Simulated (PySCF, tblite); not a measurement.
# C₅H₁₇AlN₂: geometry, infrared bands, NMR shifts and electronic excitations

Aim: predict the infrared bands, NMR shifts and electronic excitations of C₅H₁₇AlN₂ (`C[N](C)[AlH2-][N+](C)(C)C`).

Computed with tblite 0.8.0 and PySCF 2.14.0, with density-fitted response routines of our own, on a single molecule in the gas phase. Atoms are numbered from 0 throughout.

## Step 1: The starting structure

25 atoms, charge 0, multiplicity 1; geometry from: force field or distance geometry start.

Bonds of the start (Å): C0–N1 1.48, N1–C2 1.47, N1–Al3 1.93, Al3–N4 1.94, N4–C5 1.47, N4–C6 1.48, N4–C7 1.47, C0–H8 1.11, C0–H9 1.10, C0–H10 1.12, C2–H11 1.11, C2–H12 1.12, C2–H13 1.10, Al3–H14 1.61, Al3–H15 1.61, C5–H16 1.12, C5–H17 1.12, C5–H18 1.11, C6–H19 1.11, C6–H20 1.12, C6–H21 1.12, C7–H22 1.11, C7–H23 1.11, C7–H24 1.12.

## Step 2: Relaxing the molecule with GFN2-xTB

Job settings and geometry (Å):

```
{"job": {"kind": "relax", "xc": "GFN2-xTB", "basis": "xTB"}, "charge": 0, "multiplicity": 1}
C      2.225000    -1.150800    -1.323900
N      1.558000     0.019500    -0.722900
C      2.575700     0.996200    -0.292500
Al     0.490800    -0.527600     0.794400
N     -1.340000     0.076400     0.560900
C     -2.159600    -0.333000     1.711100
C     -1.351000     1.553200     0.432400
C     -1.886800    -0.516300    -0.672900
H      2.903500    -1.656700    -0.601900
H      2.796600    -0.834900    -2.210100
H      1.448300    -1.875900    -1.674400
H      3.147700     1.341800    -1.173700
H      2.061200     1.895000     0.145700
H      3.269300     0.571600     0.455400
H      1.079300     0.106300     2.147200
H      0.499300    -2.126400     0.940400
H     -1.756600     0.110200     2.659800
H     -2.162900    -1.445500     1.825500
H     -3.209800     0.007900     1.604900
H     -0.742600     1.888800    -0.429900
H     -2.392100     1.936400     0.302700
H     -0.933400     2.030000     1.351800
H     -1.886200    -1.624800    -0.603100
H     -1.303400    -0.232200    -1.570400
H     -2.941200    -0.185000    -0.840900
```

Launch:

```sh
OMP_NUM_THREADS=1 python probes_run.py task.json out
```

The driver reads the jobs from task.json and runs them one after another.

**Question.** This job is followed by: GFN2-xTB harmonic vibrations, gas phase; PBE0-D3(BJ)/def2-SVP geometry optimisation, gas phase; GIAO PBE0/pcSseg-1 NMR shielding, non-relativistic, gas phase; TDDFT B3LYP/def2-SVPD, vertical, gas phase, core orbitals frozen in the response; GIAO KT2/pcSseg-1 NMR shielding, non-relativistic, gas phase. What will the session give for the following? strongest single infrared mode (GFN2-xTB); zero-point energy (GFN2-xTB); point group; rotational constants (main isotopes); 13C shifts against TMS (PBE0/pcSseg-1, means over atoms taken as alike); 1H shifts against TMS (PBE0/pcSseg-1, means over atoms taken as alike); 15N shifts against NH3 (PBE0/pcSseg-1); 27Al shifts against AlH4- (PBE0/pcSseg-1); lowest singlet (B3LYP/def2-SVPD); brightest single state of those computed; lowest triplet; vertical ionisation energy (ΔSCF); range of the shift of N1.

**Answer**, as computed:

| quantity | value |
| --- | --- |
| strongest single infrared mode (GFN2-xTB) | 696 cm⁻¹, 661 km/mol |
| zero-point energy (GFN2-xTB) | 133.1 kcal/mol |
| point group | Cs |
| rotational constants (main isotopes) | 2.55, 1.01, 0.98 GHz |
| 13C shifts against TMS (PBE0/pcSseg-1, means over atoms taken as alike) | 45.5, 43.2 ppm |
| 1H shifts against TMS (PBE0/pcSseg-1, means over atoms taken as alike) | 3.73, 2.67, 2.22 ppm |
| 15N shifts against NH3 (PBE0/pcSseg-1) | 47.1, 36.3 ppm |
| 27Al shifts against AlH4- (PBE0/pcSseg-1) | 70.4 ppm |
| lowest singlet (B3LYP/def2-SVPD) | 4.57 eV (271 nm), f = 0.010 |
| brightest single state of those computed | state 9, 6.41 eV, f = 0.046 |
| lowest triplet | 4.52 eV |
| vertical ionisation energy (ΔSCF) | 7.33 eV |
| range of the shift of N1 | 36.3 to 52.4 ppm |

In words: The optimisation took 100 steps and gained 0.776 eV; among the close pairs (by a distance rule), Al3–N4 changed most, from 1.942 to 2.078 Å (GFN2-xTB). No mode is imaginary among the 69: a minimum at this level. The strongest single mode, at 696 cm⁻¹, moves mainly H14 and H15. Unscaled tight-binding wavenumbers are off by several per cent, some by more. Its intensities can rank the bands wrongly. Over 8 steps the energy fell by 0.230 eV; of the close pairs, Al3–H14 changed most, 1.558 to 1.608 Å (PBE0/def2-SVP). No frequency check was run at this level, so the end point may be a saddle. At PBE0/pcSseg-1: Shielding is most anisotropic at N1 (span 78 ppm, paramagnetic term -101 ppm). The lowest singlet, at 4.57 eV, is HOMO→LUMO 0.94 and is weak; of the 10 states computed, the strongest absorption comes from state 9 at 6.41 eV. The lowest triplet lies 0.05 eV below the lowest singlet (triplets in Tamm-Dancoff, singlets in full TDDFT). ΔSCF puts the ionisation energy at 7.33 eV, 2.07 eV above −ε(HOMO). In ppm, N1 moves most: its shift spreads over 16.1 ppm, from 36.3 (PBE0/pcSseg-1) to 52.4 (KT2/pcSseg-1).
